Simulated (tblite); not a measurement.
# C6H13NSi: the cost of one run

Computed with tblite 0.8.0 and PySCF 2.14.0, with density-fitted response routines of our own, on a single molecule in the gas phase. Atoms count from 0, in the outputs and in this text.

### Step 1. The starting structure

21 atoms, charge 0, multiplicity 1; geometry from: force field or distance geometry start.

Bonds of the start (Å): C0–C1 1.51, C1–Si2 1.90, Si2–N3 1.79, N3–C4 1.46, C4–C5 1.53, C5–C6 1.53, N3–C7 1.44, C7–C0 1.47, C6–C4 1.51, C0–H8 1.12, C0–H9 1.14, C1–H10 1.08, C1–H11 1.11, Si2–H12 1.45, Si2–H13 1.45, C4–H14 1.10, C5–H15 1.08, C5–H16 1.12, C6–H17 1.12, C6–H18 1.11, C7–H19 1.11, C7–H20 1.13.

### Step 2. Relaxing the molecule with GFN2-xTB

What the job is given:

```
{"job": {"kind": "relax", "xc": "GFN2-xTB", "basis": "xTB"}, "charge": 0, "multiplicity": 1}
C     -1.607300    -1.088100     0.191500
C     -1.892600     0.089500    -0.715300
Si    -0.991900     1.437100     0.274200
N      0.254100     0.282500     0.852700
C      1.052300    -0.163700    -0.281600
C      2.043100     0.874800    -0.812400
C      2.534500    -0.354000    -0.053600
C     -0.625500    -0.788900     1.246700
H     -1.340700    -2.018900    -0.373500
H     -2.602000    -1.335100     0.684600
H     -2.943600     0.293400    -0.873200
H     -1.358500    -0.073500    -1.672600
H     -0.453100     2.475400    -0.587000
H     -1.867500     1.922400     1.319400
H      0.600700    -0.863700    -0.996400
H      2.225400     0.861800    -1.880200
H      2.136800     1.848100    -0.273400
H      3.047000    -1.077400    -0.733500
H      2.953900    -0.210100     0.959200
H      0.005600    -1.652400     1.550300
H     -1.179600    -0.442300     2.173400
```

Started as:

```bash
> OMP_NUM_THREADS=1 python probes_run.py task.json out
```

One launch serves the whole session: the jobs run in the order shown.

Q: Estimate the wall time and peak memory of this first job on 1 thread of Arm Neoverse V2, shared host.

About 1.1 s, with a peak of 0.18 GiB.
